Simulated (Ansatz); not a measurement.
# CHBFO: the cost of one run

All numbers below are computed with Ansatz 0.2.0 (RKS PBE0/def2-SVPD).

**1. The starting structure**

Bond lengths: O1–B2 1.177 Å, B2–C3 1.561 Å, C3–F4 1.241 Å, C3–H5 1.108 Å. Angles: O1–B2–C3 178.5°, B2–C3–F4 123.2°, B2–C3–H5 121.9°, F4–C3–H5 114.8°.

As a file:

```xyz
5

O    -1.9012    0.7140    0.6472
B    -0.8534    0.3139    0.2904
C     0.5465   -0.1794   -0.1931
F     0.9395   -1.3482   -0.0571
H     1.2687    0.4998   -0.6874
```

**2. Relaxing end A**

The input, input.yaml:

```yaml
crystal:
  periodic: [false, false, false]
  atoms:
    - { symbol: O, position_ang: [-1.90122, 0.71401, 0.6472] }
    - { symbol: B, position_ang: [-0.85337, 0.31391, 0.29039] }
    - { symbol: C, position_ang: [0.54646, -0.17945, -0.19309] }
    - { symbol: F, position_ang: [0.93945, -1.34825, -0.05707] }
    - { symbol: H, position_ang: [1.26869, 0.49979, -0.68743] }
total_charge: 1
basis:
  gaussian: { orbitals: def2-SVPD }
hamiltonian:
  xc: pbe0
relax:
  f_tol: 0.02
  max_steps: 50
```

Command:

```console
$ ansatz run input.yaml --threads 2 --pin off --max-ram 3072MiB --backend cpu --events-out ev --progress --plain --runs-dir out
```

What time and memory should one allow on 2 threads of Intel Xeon Platinum 8488C (Sapphire Rapids), shared host?

About 11 s, with a peak of 0.16 GiB.
